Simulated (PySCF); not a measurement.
# CH6AlOSi (SMILES [CH3][Al][O][SiH3]) at UB3LYP/cc-pVDZ

What is the vertical ionisation energy of CH6AlOSi at UB3LYP/cc-pVDZ? Input form: a Python script.

The results are computed with PySCF 2.14.0.

### 1 The structure to begin with

The species is CH6AlOSi (10 atoms), meant as a doublet with charge 0. SMILES: `[CH3][Al][O][SiH3]`. The coordinates come from a PBE0-D4/def2-TZVP relaxation. This is one conformer, not always the lowest.

Bond lengths: C1–Al2 1.967 Å, Al2–O3 1.696 Å, O3–Si4 1.625 Å, C1–H5 1.095 Å, C1–H6 1.095 Å, C1–H7 1.091 Å, Si4–H8 1.489 Å, Si4–H9 1.487 Å, Si4–H10 1.488 Å. Some angles: C1–Al2–O3 116.4°, Al2–O3–Si4 163.5°, Al2–C1–H5 108.9°, Al2–C1–H6 109.0°, Al2–C1–H7 113.2°, O3–Si4–H8 111.1°, O3–Si4–H9 110.0°, O3–Si4–H10 110.0°, H5–C1–H6 107.8°, H5–C1–H7 108.9°.

### 2 A single-point energy at UB3LYP/cc-pVDZ

The input, run.py:

```python
from pyscf import gto, dft

mol = gto.Mole()
mol.atom = '''
C    0.243800   1.981800  -1.341400
Al   1.086500   0.300600  -0.766100
O    0.194200  -0.660700   0.309100
Si  -0.287900  -1.859400   1.294000
H   -0.701000   1.751800  -1.844500
H    0.014800   2.586100  -0.457700
H    0.869800   2.566000  -2.016900
H    0.686800  -2.984600   1.283800
H   -1.611000  -2.377800   0.854700
H   -0.413000  -1.355000   2.687900
'''
mol.spin = 1
mol.charge = 0
mol.max_memory = 1860
mol.basis = 'cc-pvdz'
mol.verbose = 3
mol.build()

ks = dft.UKS(mol)
ks.xc = 'b3lyp'
ks.grids.level = 4
ks.conv_tol = 1e-10
ks.kernel()
if not ks.converged:
    ks = ks.newton().run(ks.mo_coeff, ks.mo_occ)

energy = ks.e_tot
print('E = %.10f Eh' % energy)
```

On the command line:

```bash
OMP_NUM_THREADS=1 python run.py
```

The log of the run:

```text
converged SCF energy = -648.945853232153  <S^2> = 0.7523669  2S+1 = 2.0023655
E = -648.9458532322 Eh
```

Run time: 35 s. Hardware: 1 thread of Arm Neoverse V1, shared host; peak memory 0.5 GiB.

### 3 The singlet cation

The input, input.py:

```python
from pyscf import gto, dft

mol = gto.M(
    atom='''
C      0.243800     1.981800    -1.341400
Al     1.086500     0.300600    -0.766100
O      0.194200    -0.660700     0.309100
Si    -0.287900    -1.859400     1.294000
H     -0.701000     1.751800    -1.844500
H      0.014800     2.586100    -0.457700
H      0.869800     2.566000    -2.016900
H      0.686800    -2.984600     1.283800
H     -1.611000    -2.377800     0.854700
H     -0.413000    -1.355000     2.687900
''',
    basis='cc-pvdz',
    verbose=3,
    max_memory=1860,
    charge=1,
)

mf = dft.RKS(mol, xc='b3lyp')
mf.grids.level = 4
mf.conv_tol = 1e-10
mf.kernel()
if not mf.converged:
    mf = mf.newton().run(mf.mo_coeff, mf.mo_occ)

e_final = mf.e_tot
print('E(%s) = %.9f' % ('B3LYP', e_final))
```

On the command line:

```bash
OMP_NUM_THREADS=1 python input.py
```

The log of the run:

```text
converged SCF energy = -648.672969457991
E(B3LYP) = -648.672969458
```

Run time: 19 s. Hardware: 1 thread of Arm Neoverse V1, shared host; peak memory 0.47 GiB.

### 4 Outcome

At UB3LYP/cc-pVDZ:

| quantity | value |
| --- | --- |
| doublet CH6AlOSi: total energy | -648.94585 Eh |
| doublet CH6AlOSi: dipole moment | 1.07 D |
| doublet CH6AlOSi: HOMO energy (highest over α and β) | -5.13 eV |
| doublet CH6AlOSi: LUMO energy (lowest over α and β) | -2.41 eV |
| doublet CH6AlOSi: ⟨S²⟩ | 0.752 |
| singlet cation: total energy | -648.67297 Eh |
| singlet cation: HOMO energy | -12.61 eV |
| singlet cation: LUMO energy | -9.57 eV |
| singlet cation: HOMO–LUMO gap | 3.03 eV |
| vertical ionisation energy (to the singlet cation) | 7.426 eV |

In words: Removing an electron at fixed nuclei costs 7.43 eV (716 kJ/mol). Only the singlet of the ionised species was computed; a triplet could lie lower. Mulliken charges (doublet CH6AlOSi) run from -0.57 on O3 to +0.50 on Si4.
